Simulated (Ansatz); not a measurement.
# ScCu: how the settings move a single-point run

How sensitive is a single-point run of ScCu to its settings? A reference run comes first, then one run with altered input.

Computed with Ansatz 0.2.0 (reference: DFT, PBEsol, PAW with Ansatz's default frozen-core files, scalar-relativistic, unless a step's input says otherwise).

### 1 Starting point

The structure is cubic, space group Pm-3m (No. 221). The conventional cell has a = 3.256 Å, b = 3.256 Å, c = 3.256 Å, α = 90.00°, β = 90.00°, γ = 90.00°. Sc (site symmetry m-3m) has 8 Cu at 2.82 Å as nearest neighbours. Cu (site symmetry m-3m) has 8 Sc at 2.82 Å as nearest neighbours.

Structure file:

```cif
data_structure
_symmetry_space_group_name_H-M 'P 1'
_symmetry_Int_Tables_number 1
_cell_length_a 3.2560
_cell_length_b 3.2560
_cell_length_c 3.2560
_cell_angle_alpha 90.000
_cell_angle_beta 90.000
_cell_angle_gamma 90.000
_cell_volume 34.52
loop_
_atom_site_label
_atom_site_type_symbol
_atom_site_fract_x
_atom_site_fract_y
_atom_site_fract_z
_atom_site_occupancy
Sc1 Sc 0.50000 0.50000 0.50000 1
Cu1 Cu 0.00000 0.00000 0.00000 1
```

### 2 Baseline

File input.yaml:

```yaml
crystal:
  lattice:
    - [3.256, 0.0, 0.0]
    - [0.0, 3.256, 0.0]
    - [0.0, 0.0, 3.256]
  atoms:
    - { symbol: Sc, position: [0.5, 0.5, 0.5] }
    - { symbol: Cu, position: [0.0, 0.0, 0.0] }
kpoints:
  mp_grid: { grid: [11, 11, 11] }
  band_path:
    path:
      - [0.0, 0.0, 0.0]
      - [0.0, 0.5, 0.0]
      - [0.5, 0.5, 0.0]
      - [0.0, 0.0, 0.0]
      - [0.5, 0.5, 0.5]
      - [0.0, 0.5, 0.0]
      - [0.5, 0.5, 0.5]
      - [0.5, 0.5, 0.0]
    npoints: 6
scf:
  occupations: { method: fermi_dirac, width: 0.05 }
hamiltonian:
  xc: pbesol
  pseudopotentials: { kind: paw }
output:
  forces: true
  stress: true
  eigenvalues: true
  populations: true
```

Command:

```sh
$ ansatz run input.yaml --threads 1 --pin off --max-ram 2048MiB --backend cpu --events-out ev --progress --plain --runs-dir out
```

### 3 Changed: dispersion d3bj, ecutwfc 550 eV

input.yaml, as its differences from that of step 2:

```diff
@@ -26,2 +26,3 @@
   pseudopotentials: { kind: paw }
+  dispersion: d3bj
 output:
@@ -31 +32,7 @@
   populations: true
+  write_density: true
+  write_potential: true
+  elf: true
+  volumetric_format: npy
+basis:
+  ecutwfc: "550 eV"
```

What does the calculation give? Wanted: for each run, ending; energy change; pressure; gap; force.

**Answer**, as computed:

| run | ending | energy change | pressure (GPa) | gap (eV) | force (eV/Å) | cycles | time |
| --- | --- | --- | --- | --- | --- | --- | --- |
| reference | converged | 0 | -3.9 | 0.00 | 0.00 | 6 | 3.6 s |
| 1: dispersion d3bj, ecutwfc 550 eV | converged | -461.0 meV/atom (offset of the dispersion model) | -8.3 | 0.00 | 0.00 | 6 | 5.5 s |

Times don't compare one to one where runs were asked for different outputs or read a saved state (see the inputs); cycles may leave out searches for a lower state.

Residual by cycle in the longest SCF loop of each run; runs are numbered as in the table. The quantity is the density residual dr2, in eV.

| cycle | reference | run 1 |
| --- | --- | --- |
| 1 | 0.0485 | 0.0476 |
| 2 | 0.00303 | 0.00312 |
| 3 | 1.6e-4 | 1.9e-4 |
| 4 | 4.2e-6 | 3.9e-6 |
| 5 | 3.2e-7 | 3.6e-7 |
| 6 | 7.2e-10 | 8.5e-10 |

**Reading.** The energy moves by -461.0 meV/atom, nearly all of it the dispersion term itself (-459.8 meV/atom); that offset belongs to the model and is no gain or loss of stability; the pressure goes from -3.9 to -8.3 GPa.
